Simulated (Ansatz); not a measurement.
**CH3In (SMILES C[In]) at BHLYP/def2-SVPD (core potential)**

What is the electronic atomisation energy of CH3In at BHLYP/def2-SVPD (core potential)? 

Program for the calculation: Ansatz 0.2.0.

46 further runs of the same task are left out: 5 that didn't finish, 41 set aside as unsound or not needed.

## (1) Starting point

The species is CH3In (5 atoms), meant as a singlet with charge 0. SMILES: `C[In]`. The shape is that of a PBE0-D4/def2-TZVP optimisation.

Bond lengths: C1–In2 2.238 Å, C1–H3 1.096 Å, C1–H4 1.096 Å, C1–H5 1.096 Å. Angles: In2–C1–H3 111.3°, In2–C1–H4 111.3°, In2–C1–H5 111.3°, H3–C1–H4 107.6°, H3–C1–H5 107.6°, H4–C1–H5 107.6°.

## (2) The energy at BHLYP/def2-SVPD (core potential)

in.yaml reads:

```yaml
basis:
  gaussian:
    orbitals: def2-SVPD
crystal:
  periodic: [false, false, false]
  atoms:
    - {symbol: C, position_ang: [-0.182770, 0.073150, -0.070580]}
    - {symbol: In, position_ang: [1.772750, -0.709460, 0.684610]}
    - {symbol: H, position_ang: [-0.972960, -0.040920, 0.680150]}
    - {symbol: H, position_ang: [-0.502560, -0.460530, -0.972760]}
    - {symbol: H, position_ang: [-0.114460, 1.137770, -0.321410]}
output: {orbitals: {seedname: orbitals}}
hamiltonian:
  xc: {name: BHLYP}
accuracy: high
```

Started as:

```bash
$ ansatz run in.yaml --threads 1 --pin off --max-ram 3480MiB --events-out events.jsonl --progress --plain --runs-dir runs
```

Standard output:

```text
Warning: RAYON_NUM_THREADS=1 ignored (pool sized by the plan → 1); use --threads N
Functional definition: BHLYP
  name "BHLYP"
  parameter a = 0.5
  exchange = (1 - a)*b88_x + a*exact_x
  correlation = lyp_c
1696 factors; integrals over basis functions are off by at most 3.1e-9 eV
mean field evaluation 1: about -6251.0910 eV, gradient 4.2e1 eV
mean field evaluation 2: about -6249.8998 eV, gradient 4.5e1 eV
mean field evaluation 4: about -6255.8551 eV, gradient 3.1e-1 eV
mean field evaluation 8: about -6255.8545 eV, gradient 1.7e-2 eV
mean field evaluation 16: about -6255.8545 eV, gradient 1.2e-7 eV
mean field -6255.85450708 eV, -229.8984127645 hartree, gradient 3.1e-8 eV, S^2 0.000000; 0 other end points of the search recorded, 0 dependent functions left out
reference -6255.85453043 eV, -229.8984136229 hartree; 15, 15 occupied and 61, 61 virtual orbitals, 1696 factors
Total energy: -6255.85453043 eV, -229.8984136229 hartree
```

It took 5.7 s on 1 thread of Arm Neoverse V1, shared host; peak memory 0.21 GiB.

## (3) The C atom

input.yaml reads:

```yaml
crystal:
  periodic: [false, false, false]
  atoms:
    - {symbol: C, position_ang: [0.000000, 0.000000, 0.000000]}
basis:
  gaussian: {orbitals: def2-SVPD}
magnetization: {spin_polarized: true, initial_magnetization: 2}
hamiltonian: {xc: {name: BHLYP}}
accuracy: high
```

Run the same way, it converges to -37.80276 Eh (log not shown).

## (4) The H atom at the same level

input.yaml reads:

```yaml
crystal:
  periodic: [false, false, false]
  atoms:
    - {symbol: H, position_ang: [0.000000, 0.000000, 0.000000]}
basis:
  gaussian:
    orbitals: def2-SVPD
magnetization:
  spin_polarized: true
  initial_magnetization: 1
hamiltonian:
  xc: {name: BHLYP}
accuracy: high
```

Run the same way, it converges to -0.49784 Eh (log not shown).

## (5) The In atom at the same level

run.yaml reads:

```yaml
basis:
  gaussian: {orbitals: def2-SVPD}
crystal:
  periodic: [false, false, false]
  atoms:
    - {symbol: In, position_ang: [0.000000, 0.000000, 0.000000]}
magnetization: {spin_polarized: true, initial_magnetization: 1}
hamiltonian: {xc: {name: BHLYP}}
accuracy: high
```

Run the same way, it converges to -190.03614 Eh (log not shown).

## (6) Summary of results

Level: BHLYP/def2-SVPD (core potential).

| quantity | value |
| --- | --- |
| molecule: total energy | -229.89841 Eh |
| molecule: HOMO energy | -6.23 eV |
| molecule: LUMO energy | -0.81 eV |
| molecule: HOMO–LUMO gap | 5.42 eV |
| C atom: total energy | -37.80276 Eh |
| C atom: ⟨S²⟩ | 2.005 |
| H atom: total energy | -0.49784 Eh |
| H atom: ⟨S²⟩ | 0.750 |
| In atom: total energy | -190.03614 Eh |
| In atom: ⟨S²⟩ | 0.754 |
| electronic atomisation energy | 15.401 eV |

What this shows: Taking the molecule apart into free atoms costs 15.40 eV (1486 kJ/mol), before zero-point energy and without spin-orbit coupling.
